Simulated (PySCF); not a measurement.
# TaF3: relaxation and vibrations of the singlet

Aim: relax TaF3 as a singlet from a B3LYP minimum start, check by its vibrations whether the end is a minimum, and collect its spectrum and constants.

Program: PySCF 2.14.0. Level of theory: B3LYP, basis Ta def2-SVP with ECP60, F def2-SVP, scalar-relativistic core potentials, no spin–orbit coupling, density fitting. These are calculated values, not measurements.

### Step 1. The starting structure

4 atoms, charge 0, spin multiplicity 1.

Bond lengths: Ta1–F2 1.853 Å, Ta1–F3 1.854 Å, Ta1–F4 1.854 Å. Angles: F2–Ta1–F3 119.8°, F2–Ta1–F4 119.8°, F3–Ta1–F4 120.4°.

Z-matrix (Å, degrees; charge 0 multiplicity 1):
```
Ta
F  1 1.8533
F  1 1.8537 2 119.82
F  1 1.8537 2 119.82 3 180.00
```

### Step 2. First SCF at the start

One driver script runs all steps and calls PySCF; scf.py shows how it sets up the SCF of each step. The optimiser is the driver's own. After this first run the driver tries any further starts and a stability analysis.

Input file scf.py:

```python
from pyscf import gto, scf, dft
mol = gto.M(atom='''
Ta     0.000000    -0.000000     0.000942
F     -0.000000    -0.000000     1.854215
F      1.608313    -0.000000    -0.920830
F     -1.608313     0.000000    -0.920830''',
    basis={'Ta': 'def2-SVP', 'F': 'def2-SVP'},
    ecp={'Ta': 'def2-SVP'},
    charge=0, spin=0)
mf = dft.RKS(mol, xc='B3LYP')
mf.grids.atom_grid = (50, 194)
aux = {'Ta': 'def2-universal-JKFIT', 'F': 'def2-universal-JKFIT'}
mf = mf.density_fit(auxbasis=aux)
mf.conv_tol = 1e-08
mf.diis_space = 10
mf.max_cycle = 60
mf.init_guess = 'minao'
mf.verbose = 4
mf.kernel()
```

Launch:

```bash
$ OMP_NUM_THREADS=2 python axn.py task.json out
```

The runs that follow: B3LYP minimum start, singlet: relaxation; Frequencies.

Before running it: what results should come out? Wanted: minimum; geometry; wavenumbers; dipole moment; highest occupied, lowest empty level; polar-tensor charge of Ta1; zero-point energy; atomisation energy.

**Answer**, as computed:

| quantity | value |
| --- | --- |
| minimum | singlet, D3h |
| geometry | Ta–F 1.854 Å (×3); F–Ta–F 120.0° (×3) |
| wavenumbers (cm⁻¹) | 151 (a2''), 159 (e'), 721 (a1'), 732 (e') |
| dipole moment | 0.00 D |
| highest occupied, lowest empty level | -5.84, -2.64 eV |
| polar-tensor charge of Ta1 | +1.41 e |
| zero-point energy | 15.9 kJ/mol |
| entropy at 298.15 K | 306.8 J/(mol K) |
| atomisation energy (no zero-point energy) | 1867 kJ/mol |

The B3LYP minimum start keeps its D3h symmetry and ends in a minimum. The strongest infrared band lies at 732 cm⁻¹ (e', stretch). The dipole vanishes although Ta1 carries +1.4 e by the polar tensor: the bond dipoles cancel. Only this shape and spin were tried, so other structures or states may lie lower. Spin–orbit coupling, left out here, can matter for elements this heavy.
